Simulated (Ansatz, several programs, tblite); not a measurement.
Energy against volume for CeO₂ (Fm-3m) from a database of computed structures, at fixed shape and fractional coordinates, computed by several methods (PBE and r2SCAN, where shown, with plane waves in Ansatz); the cell shown is that of r2SCAN. It is cubic, Fm-3m (No. 225); conventional cell a = 5.437 Å, 13.40 Å³ an atom. Ce is surrounded by 8 O at 2.35 Å; O is surrounded by 4 Ce at 2.35 Å. The values are computed, spin-unpolarised, and not measurements. Energies count from each curve's lowest point; fits are third-order Birch-Murnaghan.

```yaml
crystal:
  lattice:
    - [0.00000, 2.71865, 2.71865]
    - [2.71865, 0.00000, 2.71865]
    - [2.71865, 2.71865, 0.00000]
  atoms:
    - { symbol: Ce, position: [0.00000, 0.00000, 0.00000] }
    - { symbol: O, position: [0.25000, 0.25000, 0.25000] }
    - { symbol: O, position: [0.75000, 0.75000, 0.75000] }
```

r2SCAN, on the shape of its own relaxed cell:
```tsv
V (Å³/atom)	E (meV/atom)
12.592	32.24
12.994	7.64
13.396	0.00
13.798	6.81
14.200	25.92
```
V₀ = 13.40 Å³ an atom and B₀ = 191 GPa.

PBE, on the shape of its own relaxed cell:
```
V (Å³/atom)  E (meV/atom)
     12.781         29.78
     13.189          6.94
     13.597          0.00
     14.005          6.30
     14.413         23.96
```
V₀ = 13.60 Å³ an atom and B₀ = 175 GPa.

GFN1-xTB (tblite), on the shape of the cell shown, as a cluster of 96 atoms at the zone centre:
```
V (Å³/atom)  E (meV/atom)
     11.788          0.00
     12.592       4350.92
     13.396      13118.72
     14.200      24353.60
     15.003      35214.96
```
This method closes the gap of a crystal that DFT finds insulating, so its curve rests on a wrong state.
The lowest point is an end point, so the minimum isn't bracketed.

light PBE (260 eV, its own mesh), on the shape of the cell shown:
```
V (Å³/atom)  E (meV/atom)
     12.324        116.20
     12.860         35.59
     13.396         44.44
     13.932          0.00
     14.467         26.78
     15.003         76.89
```
The points scatter about a smooth fit, as a low cutoff and a light mesh can make them, so no fit is quoted.

Spin-orbit coupling is left out.
